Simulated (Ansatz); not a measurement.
# quartet GeH2F at 6 levels

Aim: a comparison of 6 runs (UHF/STO-3G, U-revPBE/STO-3G, UBHLYP/STO-3G, UBLYP/STO-3G, UMP2/STO-3G, UCCSD(T)/STO-3G) of quartet GeH2F. 

The results are computed with Ansatz 0.2.0.

61 further runs of the same task are left out: 18 that didn't finish, 43 set aside as unsound or not needed.

## (1) Starting point

GeH2F: 4 atoms, total charge 0, spin state quartet. SMILES of the parent species: `[F][GeH2]`. The shape is that of a PBE0-D4/def2-TZVP optimisation. That shape belongs to the parent species and isn't relaxed for this state.

Bond lengths: F1–Ge2 1.745 Å, Ge2–H3 1.549 Å, Ge2–H4 1.549 Å. Angles: F1–Ge2–H3 105.4°, F1–Ge2–H4 105.4°, H3–Ge2–H4 113.3°.

## (2) The energy at UHF/STO-3G (run 1)

File run.yaml:

```yaml
basis:
  gaussian: {orbitals: STO-3G}
crystal:
  periodic: [false, false, false]
  atoms:
    - symbol: F
      position_ang: [0.138200, -0.585400, 1.442000]
    - symbol: Ge
      position_ang: [0.305700, -0.223200, -0.257100]
    - symbol: H
      position_ang: [-1.078800, -0.527800, -0.882000]
    - symbol: H
      position_ang: [0.690400, 1.276000, -0.323100]
hamiltonian: {xc: hf}
accuracy: high
magnetization: {spin_polarized: true, initial_magnetization: 3}
```

Launch:

```bash
$ ansatz run run.yaml --threads 1 --pin off --max-ram 2610MiB --events-out events.jsonl --progress --plain --runs-dir runs
```

Standard output:

```text
Warning: RAYON_NUM_THREADS=1 ignored (pool sized by the plan → 1); use --threads N
Functional definition: HF
  name "HF"
  exchange = exact_x
  correlation = 0
357 factors; integrals over basis functions are off by at most 4.5e-9 eV
mean field evaluation 1: about -58518.7673 eV, gradient 7.7e0 eV
mean field evaluation 2: about -58518.9373 eV, gradient 7.7e0 eV
mean field evaluation 4: about -58521.1395 eV, gradient 3.0e0 eV
mean field evaluation 8: about -58521.4523 eV, gradient 4.0e-2 eV
mean field evaluation 16: about -58521.3586 eV, gradient 5.8e-1 eV
mean field evaluation 32: about -58521.3683 eV, gradient 1.8e-1 eV
mean field evaluation 64: about -58521.1025 eV, gradient 2.7e0 eV
mean field -58521.45144168 eV, -2150.6236732173 hartree, gradient 1.4e-8 eV, S^2 3.755299; 2 other end points of the search recorded, 0 dependent functions left out
reference -58521.45144168 eV, -2150.6236732173 hartree; 23, 20 occupied and 2, 5 virtual orbitals, 357 factors
Total energy: -58521.45144168 eV, -2150.6236732173 hartree
```

Wall time 0.42 s (1 thread of Arm Neoverse V1, shared host).

## (3) A single-point energy at U-revPBE/STO-3G (run 2)

File input.yaml:

```yaml
crystal:
  periodic: [false, false, false]
  atoms:
    - symbol: F
      position_ang: [0.138200, -0.585400, 1.442000]
    - symbol: Ge
      position_ang: [0.305700, -0.223200, -0.257100]
    - symbol: H
      position_ang: [-1.078800, -0.527800, -0.882000]
    - symbol: H
      position_ang: [0.690400, 1.276000, -0.323100]
basis:
  gaussian:
    orbitals: STO-3G
magnetization:
  spin_polarized: true
  initial_magnetization: 3
hamiltonian:
  xc: {name: revPBE}
accuracy: high
```

Launch:

```bash
$ ansatz run input.yaml --threads 1 --pin off --max-ram 2610MiB --events-out events.jsonl --progress --plain --runs-dir runs
```

Standard output:

```text
Warning: RAYON_NUM_THREADS=1 ignored (pool sized by the plan → 1); use --threads N
Functional definition: revPBE
  name "revPBE"
  parameter kappa = 1.245
  parameter beta = 0.06672455060314922
  exchange = pbe_x(kappa = kappa, mu = beta*pi^2/3)
  correlation = pbe_c(beta = beta)
357 factors; integrals over basis functions are off by at most 4.5e-9 eV
mean field evaluation 1: about -58464.6975 eV, gradient 1.4e2 eV
mean field evaluation 2: about -58404.9977 eV, gradient 1.0e2 eV
mean field evaluation 4: about -58490.8147 eV, gradient 9.5e1 eV
mean field evaluation 8: about -58534.8225 eV, gradient 3.2e1 eV
mean field evaluation 16: about -58561.6681 eV, gradient 2.7e-4 eV
mean field evaluation 32: about -58561.6070 eV, gradient 9.0e-1 eV
mean field evaluation 64: about -58561.5485 eV, gradient 3.7e0 eV
mean field -58561.66810605 eV, -2152.1016083732 hartree, gradient 4.4e-8 eV, S^2 3.750722; 6 other end points of the search recorded, 0 dependent functions left out
reference -58561.66810806 eV, -2152.1016084468 hartree; 23, 20 occupied and 2, 5 virtual orbitals, 357 factors
Total energy: -58561.66810806 eV, -2152.1016084468 hartree
```

Run time: 4.2 s. Hardware: 1 thread of Arm Neoverse V1, shared host; peak memory 0.12 GiB.

Runs 3 to 5 aren't shown in full; the table further down has their settings and results.

## (4) The energy at UCCSD(T)/STO-3G (run 6)

File input.yaml:

```yaml
crystal:
  periodic: [false, false, false]
  atoms:
    - {symbol: F, position_ang: [0.138200, -0.585400, 1.442000]}
    - {symbol: Ge, position_ang: [0.305700, -0.223200, -0.257100]}
    - {symbol: H, position_ang: [-1.078800, -0.527800, -0.882000]}
    - {symbol: H, position_ang: [0.690400, 1.276000, -0.323100]}
basis:
  gaussian:
    orbitals: STO-3G
magnetization:
  spin_polarized: true
  initial_magnetization: 3
correlation:
  method: ccsd_t
  frozen_orbitals: {F: 1, Ge: 9, H: 0}
accuracy: high
scf:
  omitted_lower_state_checks: [cluster_reference, increment]
```

Launch:

```bash
$ ansatz run input.yaml --threads 1 --pin off --max-ram 2610MiB --events-out events.jsonl --progress --plain --runs-dir runs
```

Standard output:

```text
Warning: RAYON_NUM_THREADS=1 ignored (pool sized by the plan → 1); use --threads N
[... 13 lines left out ...]
10 core orbitals not correlated: weight in the atoms' cores, before any rotation towards them, 1.000 or more for the frozen orbitals, at most 0.000 for the correlated occupied ones
[... 39 lines left out ...]
Total energy: -58522.60960189 eV, -2150.6662348199 hartree
Checks for a lower state left out: cluster_reference, increment
```

It took 0.73 s on 1 thread of Arm Neoverse V1, shared host.

## (5) The series

| run | level | frozen core orbitals | energy (Eh) | ⟨S²⟩ | wall time |
| --- | --- | --- | --- | --- | --- |
| 1 | UHF/STO-3G | – | -2150.623673 | 3.755 | 0.42 s |
| 2 | U-revPBE/STO-3G | – | -2152.101608 | 3.751 | 4.2 s |
| 3 | UBHLYP/STO-3G | – | -2152.315356 | 3.751 | 3.3 s |
| 4 | UBLYP/STO-3G | – | -2152.182267 | 3.750 | 4.2 s |
| 5 | UMP2/STO-3G | 10 | -2150.649110 | 3.755 | 0.44 s |
| 6 | UCCSD(T)/STO-3G | 10 | -2150.666235 | 3.755 | 0.73 s |

## (6) Summary of results

```
                                           quantity           value
                                run 6: total energy  -2150.66623 Eh
run 6: correlation energy (10 core orbitals frozen)       -42.6 mEh
                              run 6: (T) correction       -0.51 mEh
           run 6: ⟨S²⟩ of the reference determinant           3.755
                               run 6: T1 diagnostic           0.011
```

Below the UHF energy at the same shape and in the same basis (STO-3G): UMP2 -25.4 mEh; UCCSD(T) -42.6 mEh. Totals of different functionals can't be ranked against each other. In runs 1, 2, 3, 4, 5, 6 the basis is minimal, so the values are rough. All runs together took 13 s, the longest 4.2 s.
